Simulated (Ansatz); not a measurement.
# GeW2: from a guess to a relaxed structure

Aim: relax a trial structure of GeW2 and see where it ends.

Method: DFT PBE, scalar-relativistic, plane waves, PAW, in Ansatz 0.2.0.

## Step 1: The starting structure

The structure is tetragonal, space group P4/mmm (No. 123). The conventional cell has a = 2.905 Å, b = 2.905 Å, c = 5.994 Å, α = 90.00°, β = 90.00°, γ = 90.00°. Ge (site symmetry 4/mmm) is surrounded by 8 W at 2.71 Å and 4 Ge at 2.90 Å. W (site symmetry 4mm) has 1 W at 2.46 Å and 4 Ge at 2.71 Å in its first shell of neighbours.

As a file:

```cif
data_structure
_symmetry_space_group_name_H-M 'P4/mmm'
_symmetry_Int_Tables_number 123
_cell_length_a 2.9049
_cell_length_b 2.9049
_cell_length_c 5.9935
_cell_angle_alpha 90.000
_cell_angle_beta 90.000
_cell_angle_gamma 90.000
_cell_volume 50.58
loop_
_atom_site_label
_atom_site_type_symbol
_atom_site_symmetry_multiplicity
_atom_site_Wyckoff_symbol
_atom_site_fract_x
_atom_site_fract_y
_atom_site_fract_z
_atom_site_occupancy
Ge1 Ge 1 a 0.00000 0.00000 0.00000 1
W1 W 2 h 0.50000 0.50000 0.29500 1
```

Recipe of the guess: species swapped into a database cell of Ga2Cu (P4/mmm, No. 123), with W on the Ga sites and Ge on the Cu sites. Its size is a rough estimate.

## Step 2: A first look at the guess

input.yaml

```yaml
crystal:
  lattice:
    - [2.9048865, 0.0, 0.0]
    - [0.0, 2.9048865, 0.0]
    - [0.0, 0.0, 5.99351003]
  atoms:
    - { symbol: Ge, position: [0.0, 0.0, 0.0] }
    - { symbol: W, position: [0.5, 0.5, 0.29499999] }
    - { symbol: W, position: [0.5, 0.5, 0.70500001] }
basis:
  ecutwfc: 420
kpoints:
  mp_grid: { grid: [6, 6, 4] }
hamiltonian:
  xc: pbe
scf:
  occupations: { method: gaussian, width: 0.1 }
  lower_state_search: "off"
output:
  forces: true
  stress: true
  eigenvalues: true
```

The run is started by

```sh
> ansatz run input.yaml --threads 1 --pin off --max-ram 2560MiB --backend cpu --events-out ev --progress --plain --runs-dir out
```

The session goes on with these runs: final relaxation.

Q: Predict the outcome of this session. Wanted: conventional cell; volume; energy over the elements; gap on the mesh.

The runs gave:

| quantity | value |
| --- | --- |
| symmetry at the end (tolerance 0.05 Å) | space group P4/mmm (No. 123) |
| conventional cell | a = 3.077 Å, b = 3.077 Å, c = 5.470 Å, α = 90.00°, β = 90.00°, γ = 90.00° |
| volume | 17.26 Å³/atom |
| energy over the elements | +0.94 eV/atom |
| gap on the mesh | none (metal) |

The space group P4/mmm (No. 123) is kept, and the volume per atom grows by 2.4 % from the first guess. The formation energy is positive, so the separate elements lie lower. No finished test with a distortion of lower symmetry is shown, so the end may be a saddle point. Spin-orbit coupling is left out for W.
